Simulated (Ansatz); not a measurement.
# Co: the cost of one run

Computed with Ansatz 0.2.0 (DFT LDA, scalar-relativistic, plane waves, PAW, unless a step's input says otherwise).

29 further runs of the same task are left out: 29 set aside as unsound or not needed.

## (1) The system as given

It takes space group P6_3/mmc (No. 194, hexagonal). Conventional cell: a = 2.494 Å, b = 2.494 Å, c = 4.024 Å, α = 90.00°, β = 90.00°, γ = 120.00°. Co (site symmetry -6m2) has 12 Co at 2.47 to 2.49 Å as nearest neighbours.

Structure file:

```
CELL_PARAMETERS angstrom
2.49443 0.00000 0.00000
-1.24722 2.16024 0.00000
0.00000 0.00000 4.02369
ATOMIC_POSITIONS crystal
Co 0.66667 0.33333 0.25000
Co 0.33333 0.66667 0.75000
```

## (2) Volume 10.841 Å³ an atom, total moment held at 0.550 muB a cell

Contents of input.yaml:

```yaml
crystal:
  lattice:
    - [2.4944345983, 0.0, 0.0]
    - [-1.2472172991, 2.1602437303, 0.0]
    - [0.0, 0.0, 4.0236895499]
  atoms:
    - { symbol: Co, position: [0.6666666667, 0.3333333333, 0.25], spin: 0.275 }
    - { symbol: Co, position: [0.3333333333, 0.6666666667, 0.75], spin: 0.275 }
basis:
  ecutwfc: 520.0
kpoints:
  mp_grid: { grid: [24, 24, 12] }
hamiltonian:
  xc: lda
  pseudopotentials: { kind: paw, azcp: { folder: soft_1 } }
scf:
  occupations: { method: gaussian, width: 0.15 }
  lower_state_search: "off"
output:
  forces: true
  stress: true
  eigenvalues: true
  populations: true
magnetization:
  spin_polarized: true
  initial_magnetization: 0.55
  spin_locking: { lock_magnetization: hard }
```

Command:

```console
$ ansatz run input.yaml --threads 2 --pin off --max-ram 4096MiB --backend cpu --events-out ev --progress --plain --runs-dir out
```

What time and memory should one allow on 2 threads of Arm Neoverse N1, shared host?

About 37 s, with a peak of 0.6 GiB.
